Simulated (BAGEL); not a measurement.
# C2H7NSi (SMILES NC1C[SiH2]1): B3LYP/def2-SVP (density fitting with cc-pvqz-jkfit)

Aim: the energy change on altering one bond length of C2H7NSi at B3LYP/def2-SVP (density fitting with cc-pvqz-jkfit), from 2 runs. 

Program for the calculation: BAGEL 1.2.2.

2 further runs of the same task are left out: 1 that didn't finish, 1 set aside as unsound or not needed.

## Step 1: The structure to begin with

C2H7NSi has 11 atoms, charge 0, and is taken as a singlet. SMILES: `NC1C[SiH2]1`. Geometry: relaxed at PBE0-D4/def2-TZVP. This is one conformer, not always the lowest.

Bond lengths: N1–C2 1.437 Å, C2–C3 1.539 Å, C2–Si4 1.862 Å, C3–Si4 1.848 Å, N1–H5 1.011 Å, N1–H6 1.014 Å, C2–H7 1.094 Å, C3–H8 1.085 Å, C3–H9 1.086 Å, Si4–H10 1.479 Å, Si4–H11 1.476 Å. Some angles: N1–C2–C3 114.5°, N1–C2–Si4 118.4°, C3–C2–Si4 65.0°, C2–C3–Si4 65.9°, C2–Si4–C3 49.0°, N1–C2–H7 118.0°, C3–C2–H7 113.0°, Si4–C2–H7 116.4°, C2–N1–H5 111.6°, C2–N1–H6 111.3°.

## Step 2: A single-point energy at B3LYP/def2-SVP (density fitting with cc-pvqz-jkfit)

The input, dft.json:

```json
{ "bagel": [

{
  "title": "molecule",
  "basis": "svp",
  "df_basis": "cc-pvqz-jkfit",
  "angstrom": true,
  "geometry": [
    { "atom": "N", "xyz": [   -1.337200,    0.826100,   -0.314200 ] },
    { "atom": "C", "xyz": [    0.048100,    0.587400,   -0.015100 ] },
    { "atom": "C", "xyz": [    0.296100,   -0.519700,    1.025200 ] },
    { "atom": "Si", "xyz": [    0.845000,   -0.955900,   -0.685100 ] },
    { "atom": "H", "xyz": [   -1.450400,    1.288300,   -1.206000 ] },
    { "atom": "H", "xyz": [   -1.774000,    1.401500,    0.397500 ] },
    { "atom": "H", "xyz": [    0.701400,    1.454200,    0.118600 ] },
    { "atom": "H", "xyz": [    1.025100,   -0.311700,    1.801300 ] },
    { "atom": "H", "xyz": [   -0.607900,   -0.997000,    1.390600 ] },
    { "atom": "H", "xyz": [    2.288700,   -0.939900,   -1.005500 ] },
    { "atom": "H", "xyz": [    0.030300,   -1.890100,   -1.486800 ] }
  ]
},
{ "title": "ks", "xc_func": "b3lyp" },
{ "title": "print", "file": "orbitals.molden", "orbitals": true }

]}
```

Started as:

```console
$ BAGEL_NUM_THREADS=1 BAGEL dft.json > dft.out
```

Output:

```text
* using 1 threads per process

  ===============================================================
  ===============================================================

  *** Geometry ***

  { "atom" : "N", "xyz" : [     -2.526942,      1.561103,     -0.593752 ] },
  { "atom" : "C", "xyz" : [      0.090896,      1.110025,     -0.028535 ] },
  { "atom" : "C", "xyz" : [      0.559548,     -0.982091,      1.937347 ] },
  { "atom" : "Si", "xyz" : [      1.596819,     -1.806389,     -1.294651 ] },
  { "atom" : "H", "xyz" : [     -2.740859,      2.434534,     -2.279010 ] },
  { "atom" : "H", "xyz" : [     -3.352374,      2.648451,      0.751166 ] },
  { "atom" : "H", "xyz" : [      1.325454,      2.748040,      0.224122 ] },
  { "atom" : "H", "xyz" : [      1.937158,     -0.589028,      3.403964 ] },
  { "atom" : "H", "xyz" : [     -1.148765,     -1.884057,      2.627853 ] },
  { "atom" : "H", "xyz" : [      4.325016,     -1.776154,     -1.900120 ] },
  { "atom" : "H", "xyz" : [      0.057259,     -3.571771,     -2.809645 ] },

  Number of auxiliary basis functions:      823

  Since a DF basis is specified, we compute 2- and 3-index integrals:
    o Being stored without compression. Storage requirement is 0.059 GB

  Number of basis functions:       95
  Number of electrons      :       40

    * METHOD: MOLECULE                             1.10

  *** Kohn-Sham DFT ***

    * Removing 21571 points whose weight is below 1.00e-10
    * Grid points: 142395

  === Nuclear Repulsion ===
   165.7879334065

       - DIIS with orbital gradients will be used.

  === KS iteration (b3lyp / svp) ===
      0       -394.10045811          0.13289454           0.94
      1       -397.76067521          0.11425678           0.87
      2       -393.40480261          0.17342422           0.87
      3       -418.56015876          0.08919782           0.86
      4       -422.27783399          0.06225437           0.79
      5       -423.30358489          0.04412217           0.86
      6       -424.01034285          0.02762847           0.85
      7       -424.41207790          0.00753080           0.84
      8       -424.43438481          0.00381354           0.78
      9       -424.44202035          0.00072118           0.75
     10       -424.44228251          0.00012759           0.73
     11       -424.44229285          0.00003122           0.72
     12       -424.44229340          0.00001304           0.72
     13       -424.44229349          0.00000167           0.71
     14       -424.44229349          0.00000045           0.72
     15       -424.44229349          0.00000006           0.72
     16       -424.44229349          0.00000005           0.72
     17       -424.44229349          0.00000002           0.71
     18       -424.44229349          0.00000000           0.75
    * SCF iteration converged.

    * Permanent dipole moment:
           (   -0.022985,    -0.495624,     0.002597) a.u.

    * METHOD: KS                                  16.43

    * METHOD: PRINT                                0.05

  ===============================================================
```

Wall time 18 s (1 thread of AMD EPYC 7R43 (Zen 3), shared host); peak memory 0.61 GiB.

## Step 3: The distorted shape at the same level

The input, calc.json:

```json
{ "bagel" : [

{
  "title" : "molecule",
  "basis" : "svp",
  "df_basis" : "cc-pvqz-jkfit",
  "angstrom" : true,
  "geometry" : [
    { "atom" : "N", "xyz" : [   -1.533181,    0.566071,   -0.354308 ] },
    { "atom" : "C", "xyz" : [   -0.147881,    0.327371,   -0.055208 ] },
    { "atom" : "C", "xyz" : [    0.100119,   -0.779729,    0.985092 ] },
    { "atom" : "Si", "xyz" : [    0.649019,   -1.215929,   -0.725208 ] },
    { "atom" : "H", "xyz" : [   -1.646381,    1.028271,   -1.246108 ] },
    { "atom" : "H", "xyz" : [   -1.969981,    1.141471,    0.357392 ] },
    { "atom" : "H", "xyz" : [    0.701400,    1.454200,    0.118600 ] },
    { "atom" : "H", "xyz" : [    0.829119,   -0.571729,    1.761192 ] },
    { "atom" : "H", "xyz" : [   -0.803881,   -1.257029,    1.350492 ] },
    { "atom" : "H", "xyz" : [    2.092719,   -1.199929,   -1.045608 ] },
    { "atom" : "H", "xyz" : [   -0.165681,   -2.150129,   -1.526908 ] }
  ]
},
{
  "title" : "ks",
  "xc_func" : "b3lyp"
},
{
  "title" : "print",
  "file" : "orbitals.molden",
  "orbitals" : true
}

]}
```

Started as:

```console
$ BAGEL_NUM_THREADS=1 BAGEL calc.json > calc.out
```

Output:

```text
* using 1 threads per process

  ===============================================================
  ===============================================================

  *** Geometry ***

  { "atom" : "N", "xyz" : [     -2.897292,      1.069719,     -0.669545 ] },
  { "atom" : "C", "xyz" : [     -0.279455,      0.618642,     -0.104328 ] },
  { "atom" : "C", "xyz" : [      0.189197,     -1.473474,      1.861554 ] },
  { "atom" : "Si", "xyz" : [      1.226468,     -2.297773,     -1.370445 ] },
  { "atom" : "H", "xyz" : [     -3.111209,      1.943151,     -2.354803 ] },
  { "atom" : "H", "xyz" : [     -3.722725,      2.157068,      0.675373 ] },
  { "atom" : "H", "xyz" : [      1.325454,      2.748040,      0.224122 ] },
  { "atom" : "H", "xyz" : [      1.566808,     -1.080411,      3.328171 ] },
  { "atom" : "H", "xyz" : [     -1.519115,     -2.375441,      2.552060 ] },
  { "atom" : "H", "xyz" : [      3.954666,     -2.267537,     -1.975913 ] },
  { "atom" : "H", "xyz" : [     -0.313092,     -4.063155,     -2.885438 ] },

  Number of auxiliary basis functions:      823

  Since a DF basis is specified, we compute 2- and 3-index integrals:
    o Being stored without compression. Storage requirement is 0.059 GB

  Number of basis functions:       95
  Number of electrons      :       40

    * METHOD: MOLECULE                             1.00

  *** Kohn-Sham DFT ***

    * Removing 21171 points whose weight is below 1.00e-10
    * Grid points: 142795

  === Nuclear Repulsion ===
   164.4330562537

       - DIIS with orbital gradients will be used.

  === KS iteration (b3lyp / svp) ===
      0       -394.10927542          0.13310463           1.00
      1       -399.64178810          0.11216263           0.89
      2       -397.28390352          0.14975058           0.88
      3       -421.68620766          0.06196803           0.89
      4       -422.77853708          0.05277059           0.81
      5       -423.56869766          0.03807053           0.82
      6       -423.96879605          0.02747298           0.79
      7       -424.38894106          0.00597938           0.84
      8       -424.40784920          0.00220065           0.84
      9       -424.41059190          0.00083829           0.75
     10       -424.41093776          0.00017430           0.83
     11       -424.41095402          0.00005350           0.77
     12       -424.41095513          0.00003368           0.76
     13       -424.41095578          0.00000359           0.76
     14       -424.41095579          0.00000078           0.70
     15       -424.41095579          0.00000019           0.70
     16       -424.41095579          0.00000007           0.71
     17       -424.41095579          0.00000003           0.70
     18       -424.41095579          0.00000000           0.75
    * SCF iteration converged.

    * Permanent dipole moment:
           (    0.131547,    -0.315558,     0.033444) a.u.

    * METHOD: KS                                  16.65

    * METHOD: PRINT                                0.04

  ===============================================================
```

Run time: 19 s. Hardware: 1 thread of AMD EPYC 7R43 (Zen 3), shared host; peak memory 0.62 GiB.

## Step 4: Results

At B3LYP/def2-SVP (density fitting with cc-pvqz-jkfit):

| quantity | value |
| --- | --- |
| first shape: total energy | -424.44229 Eh |
| first shape: dipole moment | 1.26 D |
| first shape: HOMO energy | -5.96 eV |
| first shape: LUMO energy | 0.64 eV |
| first shape: HOMO–LUMO gap | 6.60 eV |
| distorted shape: total energy | -424.41096 Eh |
| distorted shape: dipole moment | 0.87 D |
| distorted shape: HOMO energy | -6.00 eV |
| distorted shape: LUMO energy | 0.37 eV |
| distorted shape: HOMO–LUMO gap | 6.38 eV |
| energy change with the C2–H7 bond stretched from 1.094 to 1.422 Å | 0.853 eV |

**Reading.** With the C2–H7 bond stretched from 1.094 to 1.422 Å the energy rises by 0.85 eV (19.7 kcal/mol). The first shape isn't relaxed at this level, so the change isn't measured from a minimum.
